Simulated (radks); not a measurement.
**Ge⁷⁺ in [Ne] 3s2 3p5.75 3d7 4d0.25: an all-electron calculation**

An exercise on one series of results from a longer session: the logs are not shown, and one member is left open.

Method: non-relativistic Kohn-Sham, PBE, spin-unpolarised, spherical densities, point nucleus. Code: radks (a radial shooting solver on a logarithmic mesh, Libxc functionals) version 1.

### The atom as given

| Quantity | Value |
| --- | --- |
| element | germanium (Z = 32) |
| charge | +7 |
| electrons | 25 |
| configuration | [Ne] 3s2 3p5.75 3d7 4d0.25 |

The first run:

Input:

```text
Z 32
configuration [Ne] 3s2 3p5.75 3d7 4d0.25 4s0 4p0 4f0 5d0
relativity non-relativistic
functional pbe,pbe
spin unpolarised
nucleus point
```

One table of the session follows, with a row left open; its other results are not shown here.

It belongs to the step «Shells». Radial moments (bohr):

```
level      <r>  outermost maximum (interpolated)  90 % within  nodes
   1s  0.04786                            0.0316       0.0852      0
   2s   0.2137                             0.179        0.330      1
   2p   0.1852                             0.143        0.302      0
   3s   0.6136                             0.544        0.909      2
   3p   0.6196                             0.536        0.939      1
   3d        ?                                 ?            ?      ?
   4s    1.489                              1.39         2.13      3
   4p    1.593                              1.48         2.29      2
   4d    1.840                              1.70         2.69      1
   4f    2.175                              1.92         3.21      0
   5d    3.390                              3.47         4.81      2
```

**Question.** Estimate the row for 3d.

**Answer.** <r>: 0.6242; outermost maximum (interpolated): 0.476; 90 % within: 1.01; nodes: 0. In the column «<r>» it lies between 3p (0.6196) and 4s (1.489).
